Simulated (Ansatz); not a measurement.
# AlFH5NO2: the cost of one run

Method: RKS PBE0/def2-SVP, in Ansatz 0.2.0.

**1. The starting structure**

Bond lengths: Al1–F2 2.040 Å, Al1–O3 1.780 Å, O3–H4 1.010 Å, Al1–O5 1.780 Å, O5–H6 1.010 Å, Al1–N7 2.220 Å, N7–H8 1.060 Å, N7–H9 1.060 Å. Angles: F2–Al1–O3 120.0°, F2–Al1–O5 120.0°, F2–Al1–N7 71.6°, O3–Al1–O5 120.0°, O3–Al1–N7 96.8°, O5–Al1–N7 101.3°, Al1–O3–H4 109.5°, Al1–O5–H6 109.5°, Al1–N7–H8 120.0°, Al1–N7–H9 120.0°, H8–N7–H9 120.0°.

As a file:

```xyz
10

Al    0.0000    0.0000    0.0000
F     0.0000    0.0000    2.0400
O     1.5415    0.0000   -0.8900
H     1.8414   -0.9519   -1.0449
O    -1.5415    0.0000   -0.8900
H    -2.0512   -0.8467   -0.6815
N     0.0995    2.1044    0.7000
H     0.4930    2.3259    1.6590
H    -0.2465    2.8877    0.0753
H     0.0583    1.2332    1.7877
```

**2. Pulling towards end A**

Springs on the bonds that form and break draw the guess towards this end; the thresholds are loose.

File input.yaml:

```yaml
crystal:
  periodic: [false, false, false]
  atoms:
    - { symbol: Al, position_ang: [0.0, 0.0, 0.0] }
    - { symbol: F, position_ang: [0.0, 0.0, 2.04] }
    - { symbol: O, position_ang: [1.5415, 0.0, -0.89] }
    - { symbol: H, position_ang: [1.8414, -0.9519, -1.0449] }
    - { symbol: O, position_ang: [-1.5415, 0.0, -0.89] }
    - { symbol: H, position_ang: [-2.0512, -0.8467, -0.6815] }
    - { symbol: "N", position_ang: [0.0995, 2.1044, 0.7] }
    - { symbol: H, position_ang: [0.493, 2.3259, 1.659] }
    - { symbol: H, position_ang: [-0.2465, 2.8877, 0.0753] }
    - { symbol: H, position_ang: [0.0583, 1.2332, 1.7877] }
basis:
  gaussian: { orbitals: def2-SVP }
hamiltonian:
  xc: pbe0
relax:
  f_tol: 0.15
  max_steps: 25
  restrain:
    - { distance: [0, 6], at: 3.12, k: 30.0 }
    - { distance: [9, 1], at: 2.12, k: 30.0 }
    - { distance: [0, 1], at: 1.69, k: 30.0 }
    - { distance: [9, 6], at: 1.06, k: 30.0 }
output:
  orbitals: {}
```

Launch:

```
ansatz run input.yaml --threads 2 --pin off --max-ram 3072MiB --backend cpu --events-out ev --progress --plain --runs-dir out
```

What time and memory should one allow on 2 threads of Arm Neoverse V1, shared host?

About 37 s, with a peak of 0.2 GiB.
